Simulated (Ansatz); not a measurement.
**F− with SiH₃Cl: superposition error and deformation, part 1 of 2**

Aim: split the binding of a pair into the counterpoise interaction, the basis-set superposition error and the cost of deforming the fragments.

The runs use Ansatz 0.2.0, Gaussian basis; PBE0-D4 structures, single points in def2-TZVPPD.

Levels: PBE-D4, revPBE-D4, BLYP-D4, r2SCAN-D4, B97M-V, PBE0-D4, B3LYP-D4, HSE06-D4, wB97X-V, wB97M-V, B2PLYP, Hartree-Fock, MP2, CCSD, CCSD(T).

Correlated methods freeze the cores. B3LYP uses VWN-RPA correlation. B2PLYP carries no dispersion term here.

129 further runs of the same task are left out: 129 set aside as unsound or not needed.

### Step 1. Starting geometry

The relaxed pair: 6 atoms, charge -1, spin multiplicity 1.

Atoms are counted from 1 here; the program's logs count them from 0.

Bond lengths: F1–Si2 1.693 Å, Si2–H4 1.487 Å, Si2–H5 1.487 Å, Si2–H6 1.487 Å. Angles: F1–Si2–H4 95.4°, F1–Si2–H5 95.4°, F1–Si2–H6 95.4°, H4–Si2–H5 119.1°, H4–Si2–H6 119.1°, H5–Si2–H6 119.1°.

As a file:

```
atom    x (Å)    y (Å)    z (Å)
  F1  -0.9784  -0.5413  -1.5255
 Si2  -0.1024  -0.0567  -0.1597
 Cl3   1.1702   0.6475   1.8244
  H4   0.3162  -1.4281   0.2326
  H5   0.8523   0.8060  -0.9040
  H6  -1.2579   0.5726   0.5322
```

Atoms 1 to 1 are fragment A (F−), the rest fragment B (SiH₃Cl). From earlier runs, pair energy (eV) and counterpoise interaction (kcal/mol):

```
   method       E(pair)  interaction
   PBE-D4  -23160.16354       -99.53
revPBE-D4  -23167.40454       -97.68
  BLYP-D4  -23171.79250       -95.84
r2SCAN-D4  -23169.35627      -107.37
   B97M-V  -23165.75937      -108.22
  PBE0-D4  -23161.97155      -107.16
 B3LYP-D4  -23173.45443      -103.09
 HSE06-D4  -23161.44889      -107.08
  wB97X-V  -23168.02448      -107.89
  wB97M-V  -23169.99036      -107.81
   B2PLYP  -23163.79945      -103.80
      MP2  -23141.08162      -106.22
  CCSD(T)  -23142.62209      -105.56
```

First each fragment is run alone in its own basis, frozen in the shape it has in the pair (a, b).

### Step 2. wB97X-V/def2-TZVPPD

Contents of a/in.yaml:

```yaml
crystal:
  periodic: [false, false, false]
  atoms:
    - {symbol: F, position_ang: [-0.978418, -0.541348, -1.525495]}
basis:
  gaussian: {orbitals: "def2-TZVPPD.json"}
total_charge: -1
hamiltonian: {xc: {name: wB97X-V}}
```

Contents of b/in.yaml:

```yaml
crystal:
  periodic: [false, false, false]
  atoms:
    - {symbol: Si, position_ang: [-0.102416, -0.056675, -0.159663]}
    - {symbol: Cl, position_ang: [1.170180, 0.647463, 1.824419]}
    - {symbol: H, position_ang: [0.316197, -1.428063, 0.232576]}
    - {symbol: H, position_ang: [0.852328, 0.805978, -0.904033]}
    - {symbol: H, position_ang: [-1.257872, 0.572645, 0.532196]}
basis:
  gaussian: {orbitals: "def2-TZVPPD.json"}
hamiltonian: {xc: {name: wB97X-V}}
```

The basis file named in the input lies beside it (Basis Set Exchange, JSON).

The same command starts each run, in its folder.

The run is started by

```bash
ansatz run in.yaml --threads 2 --pin off --events-out ev --progress --plain --max-ram 5222MiB
```

Log of a:

```text
Functional definition: wB97X-V
  name "wB97X-V"
  cite "Mardirossian & Head-Gordon, Phys. Chem. Chem. Phys. 16, 9904 (2014) doi:10.1039/C3CP54374A"
  cite "Becke, J. Chem. Phys. 107, 8554 (1997) doi:10.1063/1.475007"
  cite "Vydrov & Van Voorhis, J. Chem. Phys. 133, 244103 (2010) doi:10.1063/1.3521275"
  parameter omega = 0.3/bohr
  parameter cx = 0.167
  parameter cx1 = 0.603
  parameter cx2 = 1.194
  parameter css0 = 0.556
  parameter css1 = -0.257
  parameter cos0 = 1.219
  parameter cos1 = -1.850
  parameter b = 6.0
  parameter c = 0.01
  exchange = spin_sum(e_x_unif_sr(omega)*poly(b97_u_x, 1 - cx, cx1, cx2)) + cx*exact_x_sr(omega) + exact_x_lr(omega)
  correlation = spin_sum(e_c_pw_same_spin*poly(b97_u_same, css0, css1))
      + integral(e_c_pw_opposite_spin*poly(b97_u_opposite, cos0, cos1)) + vv10(b, c)
197 factors; their error is unknown
52 factors; integrals over basis functions are off by at most 4.8e-5 eV
mean field evaluation 1: about -2705.5467 eV, gradient 8.9e1 eV
mean field evaluation 2: about -2701.9389 eV, gradient 1.2e2 eV
mean field evaluation 4: about -2717.2989 eV, gradient 4.7e-1 eV
mean field evaluation 8: about -2717.3078 eV, gradient 1.6e-3 eV
mean field -2717.30775250 eV, -99.8592180471 hartree, gradient 5.3e-5 eV, S^2 0.000000; 0 other end points of the search recorded, 0 dependent functions left out
reference -2717.30775130 eV, -99.8592180030 hartree; 5, 5 occupied and 35, 35 virtual orbitals, 197 factors
Total energy: -2717.30775130 eV, -99.8592180030 hartree
```

Log of b, shortened:

```text
[... 5 set-up lines as earlier in the session ...]
[...]
      + integral(e_c_pw_opposite_spin*poly(b97_u_opposite, cos0, cos1)) + vv10(b, c)
819 factors; their error is unknown
203 factors; integrals over basis functions are off by at most 3.5e-5 eV
[...]
mean field -20446.02874658 eV, -751.3776976210 hartree, gradient 2.6e-5 eV, S^2 0.000000; 0 other end points of the search recorded, 0 dependent functions left out
reference -20446.02874402 eV, -751.3776975268 hartree; 17, 17 occupied and 133, 133 virtual orbitals, 819 factors
Total energy: -20446.02874402 eV, -751.3776975268 hartree
```

They took 0.3 s (a), 4.1 s (b) on 2 threads of Arm Neoverse V1, shared host.

### Step 3. wB97M-V/def2-TZVPPD

The same edit goes into each in.yaml of step 2 (a, b):

```diff
-hamiltonian: {xc: {name: wB97X-V}}
+hamiltonian: {xc: {name: wB97M-V}}
```

One command serves all of them, each in its own folder.

The run is started by

```bash
ansatz run in.yaml --threads 2 --pin off --events-out ev --progress --plain --max-ram 5222MiB
```

a printed, shortened:

```text
Functional definition: wB97M-V
  name "wB97M-V"
  cite "Mardirossian & Head-Gordon, J. Chem. Phys. 144, 214110 (2016) doi:10.1063/1.4952647"
[... 2 set-up lines as earlier in the session ...]
  # Of w^i u^j: cxij and so on, Table III.
[...]
  gx(w, u) = 1 - cx + cx01*u + cx10*w
  gss(w, u) = css00 + css04*u^4 + css10*w + css20*w^2 + css43*w^4*u^3
  gos(w, u) = cos00 + cos10*w + (cos20 + cos21*u)*w^2 + (cos60 + cos61*u)*w^6
[...]
      + integral(e_c_pw_mod_opposite_spin*gos(b97_w_opposite, b97_u_opposite)) + vv10(b, c)
197 factors; their error is unknown
52 factors; integrals over basis functions are off by at most 4.8e-5 eV
[...]
mean field -2717.60186938 eV, -99.8700266432 hartree, gradient 1.8e-5 eV, S^2 0.000000; 0 other end points of the search recorded, 0 dependent functions left out
reference -2717.60189901 eV, -99.8700277317 hartree; 5, 5 occupied and 35, 35 virtual orbitals, 197 factors
Total energy: -2717.60189901 eV, -99.8700277317 hartree
```

Log of b, shortened:

```text
[... 5 set-up lines as earlier in the session ...]
  # Of w^i u^j: cxij and so on, Table III.
[...]
  gx(w, u) = 1 - cx + cx01*u + cx10*w
  gss(w, u) = css00 + css04*u^4 + css10*w + css20*w^2 + css43*w^4*u^3
  gos(w, u) = cos00 + cos10*w + (cos20 + cos21*u)*w^2 + (cos60 + cos61*u)*w^6
[...]
      + integral(e_c_pw_mod_opposite_spin*gos(b97_w_opposite, b97_u_opposite)) + vv10(b, c)
814 factors; their error is unknown
203 factors; integrals over basis functions are off by at most 3.5e-5 eV
[...]
mean field -20447.70591811 eV, -751.4393325376 hartree, gradient 1.9e-5 eV, S^2 0.000000; 0 other end points of the search recorded, 0 dependent functions left out
reference -20447.70598130 eV, -751.4393348599 hartree; 17, 17 occupied and 133, 133 virtual orbitals, 814 factors
Total energy: -20447.70598130 eV, -751.4393348599 hartree
```

They took 0.3 s (a), 5 s (b) on 2 threads of Arm Neoverse V1, shared host.

### Step 4. B2PLYP/def2-TZVPPD

Each input of step 3 (a, b) changes in the same lines:

```diff
-hamiltonian: {xc: {name: wB97M-V}}
+hamiltonian: {xc: {name: B2PLYP}}
```

One command serves all of them, each in its own folder.

The run is started by

```bash
ansatz run in.yaml --threads 2 --pin off --events-out ev --progress --plain --max-ram 5222MiB
```

Log of a, shortened:

```text
Functional definition: B2PLYP
  name "B2PLYP"
  cite "Grimme, J. Chem. Phys. 124, 034108 (2006) doi:10.1063/1.2148954"
  cite "Becke, Phys. Rev. A 38, 3098 (1988) doi:10.1103/PhysRevA.38.3098"
  cite "Lee, Yang & Parr, Phys. Rev. B 37, 785 (1988) doi:10.1103/PhysRevB.37.785"
[...]
257 factors; integrals over basis functions are off by at most 1.5e-4 eV
[...]
mean field -2714.40500266 eV, -99.7525439580 hartree, gradient 9.1e-6 eV, S^2 0.000000; 0 other end points of the search recorded, 0 dependent functions left out
1 core orbitals not correlated: weight in the atoms' cores, before any rotation towards them, 1.000 or more for the frozen orbitals, at most 0.000 for the correlated occupied ones
reference -2714.40510179 eV, -99.7525476009 hartree; 4, 4 occupied and 35, 35 virtual orbitals, 257 factors
second order -9.42534965 eV of doubles, -0.00000000 eV of singles
Total energy: -2716.94994619 eV, -99.8460689078 hartree
```

b printed, shortened:

```text
[... 5 set-up lines as earlier in the session ...]
[...]
838 factors; integrals over basis functions are off by at most 7.5e-4 eV
[...]
mean field -20439.34883442 eV, -751.1322153767 hartree, gradient 6.9e-6 eV, S^2 0.000000; 0 other end points of the search recorded, 0 dependent functions left out
10 core orbitals not correlated: weight in the atoms' cores, before any rotation towards them, 1.000 or more for the frozen orbitals, at most 0.000 for the correlated occupied ones
reference -20439.34899380 eV, -751.1322212338 hartree; 7, 7 occupied and 133, 133 virtual orbitals, 838 factors
second order -10.98044525 eV of doubles, -0.00000000 eV of singles
Total energy: -20442.31371402 eV, -751.2411726922 hartree
```

They took 0.2 s (a), 2.6 s (b) on 2 threads of Arm Neoverse V1, shared host.

### Step 5. B97M-V/def2-TZVPPD

Each input of step 4 (a, b) changes in the same lines:

```diff
-hamiltonian: {xc: {name: B2PLYP}}
+hamiltonian: {xc: {name: B97M-V}}
```

One command serves all of them, each in its own folder.

The run is started by

```bash
ansatz run in.yaml --threads 2 --pin off --events-out ev --progress --plain --max-ram 5222MiB
```

Log of a, shortened:

```text
Functional definition: B97M-V
  name "B97M-V"
  cite "Mardirossian & Head-Gordon, J. Chem. Phys. 142, 074111 (2015) doi:10.1063/1.4907719"
[... 2 set-up lines as earlier in the session ...]
  # Of w^i u^j: cxij and so on, Table III.
[...]
  gx(w, u) = cx00 + cx01*u + cx02*u^2 + (cx10 + cx11*u)*w
  gss(w, u) = css00 + css02*u^2 + css10*w + (css32*w^3 + css42*w^4)*u^2
  gos(w, u) = cos00 + cos01*u + cos03*u^3 + cos10*w + cos32*w^3*u^2
[...]
      + integral(e_c_pw_mod_opposite_spin*gos(b97_w_opposite, b97_u_opposite)) + vv10(b, c)
197 factors; their error is unknown
[...]
mean field -2717.16474812 eV, -99.8539627329 hartree, gradient 8.6e-6 eV, S^2 0.000000; 0 other end points of the search recorded, 0 dependent functions left out
reference -2717.16478331 eV, -99.8539640264 hartree; 5, 5 occupied and 35, 35 virtual orbitals, 197 factors
Total energy: -2717.16478331 eV, -99.8539640264 hartree
```

Log of b, shortened:

```text
[... 5 set-up lines as earlier in the session ...]
  # Of w^i u^j: cxij and so on, Table III.
[...]
  gx(w, u) = cx00 + cx01*u + cx02*u^2 + (cx10 + cx11*u)*w
  gss(w, u) = css00 + css02*u^2 + css10*w + (css32*w^3 + css42*w^4)*u^2
  gos(w, u) = cos00 + cos01*u + cos03*u^3 + cos10*w + cos32*w^3*u^2
[...]
      + integral(e_c_pw_mod_opposite_spin*gos(b97_w_opposite, b97_u_opposite)) + vv10(b, c)
806 factors; their error is unknown
[...]
mean field -20443.89141587 eV, -751.2991521661 hartree, gradient 4.1e-5 eV, S^2 0.000000; 0 other end points of the search recorded, 0 dependent functions left out
reference -20443.89149329 eV, -751.2991550110 hartree; 17, 17 occupied and 133, 133 virtual orbitals, 806 factors
Total energy: -20443.89149329 eV, -751.2991550110 hartree
```

Times: 0.3 s (a), 4.4 s (b) on 2 threads of Arm Neoverse V1, shared host.

### Step 6. CCSD(T)/def2-TZVPPD

Each input of step 5 (a, b) changes in the same lines:

```diff
-hamiltonian: {xc: {name: B97M-V}}
+correlation: {method: ccsd_t}
```

The same command starts each run, in its folder.

The run is started by

```bash
ansatz run in.yaml --threads 2 --pin off --events-out ev --progress --plain --max-ram 5222MiB
```

Output in a, shortened:

```text
Functional definition: HF
  name "HF"
  cite "Fock, Z. Phys. 61, 126 (1930) doi:10.1007/BF01340294"
  parent pbe
[...]
257 factors; integrals over basis functions are off by at most 1.5e-4 eV
[...]
mean field -2706.33087263 eV, -99.4558251521 hartree, gradient 3.0e-6 eV, S^2 0.000000; 0 other end points of the search recorded, 0 dependent functions left out
1 core orbitals not correlated: weight in the atoms' cores, before any rotation towards them, 1.000 or more for the frozen orbitals, at most 0.000 for the correlated occupied ones
reference -2706.33087263 eV, -99.4558251521 hartree; 4, 4 occupied and 35, 35 virtual orbitals, 257 factors
second order -7.81390746 eV of doubles, -0.00000000 eV of singles
cycle   1  -7.41661807 eV  change    4.0e-1 eV  update   9.9e-2
[...]
cycle   9  -7.66117946 eV  change    1.9e-6 eV  update   3.4e-6
perturbative correction -0.25873590 eV, -0.0095083691 hartree
Total energy: -2714.25078799 eV, -99.7468766733 hartree
```

Output in b, shortened:

```text
[... 4 set-up lines as earlier in the session ...]
[...]
838 factors; integrals over basis functions are off by at most 7.5e-4 eV
[...]
mean field -20413.34083695 eV, -750.1764390986 hartree, gradient 1.7e-6 eV, S^2 0.000000; 0 other end points of the search recorded, 0 dependent functions left out
10 core orbitals not correlated: weight in the atoms' cores, before any rotation towards them, 1.000 or more for the frozen orbitals, at most 0.000 for the correlated occupied ones
reference -20413.34083695 eV, -750.1764390986 hartree; 7, 7 occupied and 133, 133 virtual orbitals, 838 factors
second order -8.89670981 eV of doubles, -0.00000000 eV of singles
cycle   1  -9.61970028 eV  change   -7.2e-1 eV  update   7.5e-2
[...]
cycle  10  -9.95884927 eV  change    5.3e-6 eV  update   8.7e-6
perturbative correction -0.39983362 eV, -0.0146936146 hartree
Total energy: -20423.69951984 eV, -750.5571136734 hartree
```

Wall times: 0.2 s (a), 8.5 s (b) on 2 threads of Arm Neoverse V1, shared host; peak memory 0.85 GiB.

### Step 7. Relaxing SiH₃Cl alone

Contents of relax-b/in.yaml:

```yaml
crystal:
  periodic: [false, false, false]
  atoms:
    - {symbol: Si, position_ang: [-0.102416, -0.056675, -0.159663]}
    - {symbol: Cl, position_ang: [1.170180, 0.647463, 1.824419]}
    - {symbol: H, position_ang: [0.316197, -1.428063, 0.232576]}
    - {symbol: H, position_ang: [0.852328, 0.805978, -0.904033]}
    - {symbol: H, position_ang: [-1.257872, 0.572645, 0.532196]}
basis:
  gaussian: {orbitals: def2-TZVP}
hamiltonian: {xc: pbe0, dispersion: d4}
relax: {f_tol: 0.005, max_steps: 200}
```

The run is started by

```bash
ansatz run in.yaml --threads 2 --pin off --events-out ev --progress --plain --max-ram 5222MiB
```

Standard output, shortened:

```text
Functional definition: PBE0
  name "PBE0"
  cite "Adamo & Barone, J. Chem. Phys. 110, 6158 (1999) doi:10.1063/1.478522"
  cite "Perdew, Burke & Ernzerhof, Phys. Rev. Lett. 77, 3865 (1996) doi:10.1103/PhysRevLett.77.3865"
[... 1 set-up line as earlier in the session ...]
[...]
668 factors; their error is unknown
[...]
mean field -20441.59243627 eV, -751.2146662237 hartree, gradient 1.2e-5 eV, S^2 0.000000; 0 other end points of the search recorded, 0 dependent functions left out
[...]
reference -20441.59246349 eV, -751.2146672243 hartree; 17, 17 occupied and 75, 75 virtual orbitals, 668 factors
relax step   1: F+E_penalty+E_count = -20441.65487087 eV  Δ(F+E_penalty+E_count) = +0.000e0 eV  max|allowed force component| = 3.964e0 eV/Å  Δτ_max = 0.0000 Å  (24 SCF iters, accepted)
[...]
668 factors; their error is unknown
[...]
mean field -20443.33419730 eV, -751.2786747613 hartree, gradient 7.3e-5 eV, S^2 0.000000; 1 other end points of the search recorded, 0 dependent functions left out
[...]
reference -20443.33422371 eV, -751.2786757318 hartree; 17, 17 occupied and 75, 75 virtual orbitals, 668 factors
Total energy: -20443.39654092 eV, -751.2809658471 hartree
Atom 0 at     0.129240     0.071507     0.201507 Å, force     0.000013     0.000007     0.000021 eV/Å
Atom 1 at     1.191527     0.659258     1.857728 Å, force    -0.000130    -0.000071    -0.000202 eV/Å
Atom 2 at     0.214134    -1.402354     0.086797 Å, force    -0.000045     0.000363    -0.000007 eV/Å
Atom 3 at     0.722778     0.717154    -0.991594 Å, force    -0.000175    -0.000178     0.000268 eV/Å
Atom 4 at    -1.279262     0.495783     0.371056 Å, force     0.000338    -0.000121    -0.000079 eV/Å
Dipole moment:    -0.135648    -0.075055    -0.211491 e Å
```

It took 8.5 s on 2 threads of Arm Neoverse V1, shared host.

Step by step:

```
step  energy from step 1 (eV)  largest force component (eV/Å)
   1                   0.0000                          3.9636
   2                  -1.0774                          3.0482
   3                  -1.5971                          1.2495
   4                  -1.6829                          0.8416
   5                  -1.7371                          0.2187
   6                  -1.7415                          0.0438
   7                  -1.7416                          0.0323
   8                  -1.7416                          0.0004
```

Close pairs (by a distance rule), those that changed most:

```
   bond  before (Å)  after (Å)  change (Å)
Si1–Cl2       2.460      2.054      -0.407
 Si1–H3       1.487      1.481      -0.006
 Si1–H4       1.487      1.481      -0.006
 Si1–H5       1.487      1.481      -0.006
```

### Step 8. PBE-D4/def2-TZVPPD

Contents of free-b/in.yaml:

```yaml
crystal:
  periodic: [false, false, false]
  atoms:
    - {symbol: Si, position_ang: [0.129240, 0.071507, 0.201507]}
    - {symbol: Cl, position_ang: [1.191527, 0.659258, 1.857728]}
    - {symbol: H, position_ang: [0.214134, -1.402354, 0.086797]}
    - {symbol: H, position_ang: [0.722778, 0.717154, -0.991594]}
    - {symbol: H, position_ang: [-1.279262, 0.495783, 0.371056]}
basis:
  gaussian: {orbitals: "def2-TZVPPD.json"}
hamiltonian: {xc: pbe, dispersion: d4}
```

The run is started by

```bash
ansatz run in.yaml --threads 2 --pin off --events-out ev --progress --plain --max-ram 5222MiB
```

Standard output:

```text
Functional definition: PBE
  name "PBE"
[... 2 set-up lines as earlier in the session ...]
  parameter kappa = 0.804
  parameter beta = 0.06672455060314922
  exchange = pbe_x(kappa = kappa, mu = beta*pi^2/3)
  correlation = pbe_c(beta = beta)
806 factors; their error is unknown
mean field evaluation 1: about -20440.5642 eV, gradient 1.6e1 eV
mean field evaluation 2: about -20440.9421 eV, gradient 1.4e1 eV
mean field evaluation 4: about -20441.4708 eV, gradient 1.1e0 eV
mean field evaluation 8: about -20441.4534 eV, gradient 2.3e-2 eV
mean field -20441.45344398 eV, -751.2095583513 hartree, gradient 4.0e-5 eV, S^2 0.000000; 0 other end points of the search recorded, 0 dependent functions left out
reference -20441.45349409 eV, -751.2095601929 hartree; 17, 17 occupied and 133, 133 virtual orbitals, 806 factors
Total energy: -20441.52845242 eV, -751.2123148609 hartree
```

It took 1.2 s on 2 threads of Arm Neoverse V1, shared host.

### Step 9. r2SCAN-D4/def2-TZVPPD

Changes to free-b/in.yaml since step 8:

```diff
@@ -10,2 +10,2 @@
   gaussian: {orbitals: "def2-TZVPPD.json"}
-hamiltonian: {xc: pbe, dispersion: d4}
+hamiltonian: {xc: r2scan, dispersion: d4}
```

The run is started by

```bash
ansatz run in.yaml --threads 2 --pin off --events-out ev --progress --plain --max-ram 5222MiB
```

Standard output:

```text
Functional definition: r2SCAN
  name "r2SCAN"
  cite "Furness, Kaplan, Ning, Perdew & Sun, J. Phys. Chem. Lett. 11, 8208 (2020) doi:10.1021/acs.jpclett.0c02405"
  cite "Furness, Kaplan, Ning, Perdew & Sun, J. Phys. Chem. Lett. 11, 9248 (2020) doi:10.1021/acs.jpclett.0c03077"
  parent r2scan
  parameter k0 = 0.174
  parameter k1 = 0.065
  parameter a1 = 4.9479
  exchange = r2scan_x(k0 = k0, k1 = k1, a1 = a1)
  correlation = r2scan_c
806 factors; their error is unknown
mean field evaluation 1: about -20448.7556 eV, gradient 1.4e1 eV
mean field evaluation 2: about -20449.0494 eV, gradient 1.1e1 eV
mean field evaluation 4: about -20449.3169 eV, gradient 8.4e-1 eV
mean field evaluation 8: about -20449.2971 eV, gradient 2.6e-1 eV
mean field evaluation 16: about -20449.2971 eV, gradient 7.8e-5 eV
mean field -20449.29713950 eV, -751.4978088451 hartree, gradient 7.8e-5 eV, S^2 0.000000; 0 other end points of the search recorded, 0 dependent functions left out
reference -20449.29715686 eV, -751.4978094830 hartree; 17, 17 occupied and 133, 133 virtual orbitals, 806 factors
Total energy: -20449.31344192 eV, -751.4984079480 hartree
```

Wall time 2.7 s (2 threads of Arm Neoverse V1, shared host).

### Step 10. PBE0-D4/def2-TZVPPD

Changes to free-b/in.yaml since step 9:

```diff
@@ -10,2 +10,3 @@
   gaussian: {orbitals: "def2-TZVPPD.json"}
-hamiltonian: {xc: r2scan, dispersion: d4}
+hamiltonian: {xc: pbe0, dispersion: d4}
+output: {orbitals: {seedname: orbitals}}
```

The run is started by

```bash
ansatz run in.yaml --threads 2 --pin off --events-out ev --progress --plain --max-ram 5222MiB
```

Standard output, shortened:

```text
[... 5 set-up lines as earlier in the session ...]
  parameter a = 0.25
[... 2 set-up lines as earlier in the session ...]
  exchange = (1 - a)*pbe_x(kappa = kappa, mu = beta*pi^2/3) + a*exact_x
[... 1 set-up line as earlier in the session ...]
833 factors; their error is unknown
mean field evaluation 1: about -20443.0152 eV, gradient 1.1e1 eV
mean field evaluation 2: about -20443.2349 eV, gradient 6.9e0 eV
mean field evaluation 4: about -20443.3184 eV, gradient 1.9e-1 eV
mean field evaluation 8: about -20443.3692 eV, gradient 2.7e-2 eV
mean field -20443.36923918 eV, -751.2799625265 hartree, gradient 4.4e-5 eV, S^2 0.000000; 0 other end points of the search recorded, 0 dependent functions left out
reference -20443.36927721 eV, -751.2799639240 hartree; 17, 17 occupied and 133, 133 virtual orbitals, 833 factors
Total energy: -20443.43159442 eV, -751.2822540393 hartree
```

Wall time 1.6 s (2 threads of Arm Neoverse V1, shared host).

(Continued in part 2 of 2.)
